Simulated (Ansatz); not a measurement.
# BeBr− (singlet): wave-function methods side by side at distance Br1–Be2 = 7.536 Å, aug-cc-pVDZ

Aim: climb from Hartree-Fock through coupled cluster and multireference methods for BeBr− (singlet) at one geometry and basis, and see what each rung misses.

Program: Ansatz 0.2.0, Gaussian basis. Level of theory: aug-cc-pVDZ, core rule «outside noble gas», up to 15 orbitals frozen. These are calculated values, not measurements.

To be run: UHF; CCSD(T) on RHF; CCSD(T) on UHF; BCCD(T) on RHF; CISD; CCSDT(Q) on RHF; CCSDT(Q) on UHF; CASSCF and MRCISD+Q, 2 electrons in 2 orbitals; CASSCF and NEVPT2, 2 electrons in 2 orbitals; CASSCF and MRCISD+Q, 10 electrons in 8 orbitals; CASSCF and NEVPT2, 10 electrons in 8 orbitals.

34 further runs of the same task are left out: 10 for a known fault of the program, 17 that didn't finish, 7 set aside as unsound or not needed.

## Step 1: The system

The geometry derives from a PBE0/def2-TZVPD stationary point (not a proven minimum). One bond is set to the value named and the two fragments are kept rigid. No spin-orbit coupling is included. The filled d shell of Br may be among the frozen orbitals whatever the setting's name suggests; the logs give the count.

2 atoms, charge -1, spin multiplicity 1.

Atoms are counted from 1 here; the program's logs count them from 0.

No contacts short enough for the rule that draws bonds.

Coordinates:

```
atom   x (Å)   y (Å)   z (Å)
 Br1  0.0000  0.0000  0.0000
 Be2  0.0000  0.0000  7.5360
```

## Step 2: UHF

File in.yaml:

```yaml
crystal:
  periodic: [false, false, false]
  atoms:
    - {symbol: Br, position_ang: [0.000000, 0.000000, 0.000000]}
    - {symbol: Be, position_ang: [0.000000, 0.000000, 7.536000]}
basis:
  gaussian: {orbitals: aug-cc-pVDZ}
total_charge: -1
magnetization: {spin_polarized: true, initial_magnetization: 0}
hamiltonian: {xc: hf}
output: {orbitals: {seedname: orbitals}}
```

On the command line:

```sh
$ ansatz run in.yaml --threads 1 --pin off --events-out ev --progress --plain --max-ram 2393MiB
```

The runs that follow: CCSD(T) on RHF; CCSD(T) on UHF; BCCD(T) on RHF; CISD; CCSDT(Q) on RHF; CCSDT(Q) on UHF; CASSCF and MRCISD+Q, 2 electrons in 2 orbitals; CASSCF and NEVPT2, 2 electrons in 2 orbitals; CASSCF and MRCISD+Q, 10 electrons in 8 orbitals; CASSCF and NEVPT2, 10 electrons in 8 orbitals.

Before running them: what should the planned runs give, taken together? Wanted: RCCSDT(Q) below the RHF energy; RMP2 from RCCSDT(Q); UMP2 from RCCSDT(Q); RCCSD from RCCSDT(Q); RCCSD(T) from RCCSDT(Q); UCCSD(T) from RCCSDT(Q); UCCSDT(Q) from RCCSDT(Q); NEVPT2 pair from RCCSDT(Q); NEVPT2 valence from RCCSDT(Q).

The runs gave:

```
                         quantity                                                                     value
   RCCSDT(Q) below the RHF energy                                                                -5.1631 eV
              RMP2 from RCCSDT(Q)                                                                +907.5 meV
              UMP2 from RCCSDT(Q)                                                                +972.7 meV
             RCCSD from RCCSDT(Q)                                                                +101.9 meV
          RCCSD(T) from RCCSDT(Q)                                                                 +15.6 meV
          UCCSD(T) from RCCSDT(Q)                                                                 +15.7 meV
         UCCSDT(Q) from RCCSDT(Q)                                                                  +0.1 meV
       NEVPT2 pair from RCCSDT(Q)                                                                +846.5 meV
    NEVPT2 valence from RCCSDT(Q)                                                               +1050.9 meV
  MRCISD+Q valence from RCCSDT(Q)                                                                 +15.4 meV
levels within 1 kcal/mol (43 meV)  RCCSD(T), UCCSD(T), BCCD(T), RCCSDT, UCCSDT, UCCSDT(Q), MRCISD+Q valence
                    T1 diagnostic                                                                     0.012
   effectively unpaired electrons                                                                      0.17
```

In words: RCCSD(T) misses by +15.6 meV, 0.3 % of the correlation energy. One determinant dominates. Of the multireference levels listed MRCISD+Q valence comes nearest in total energy (+15.4 meV), which doesn't show that its space is the better one. These misses are within one basis, not against nature.
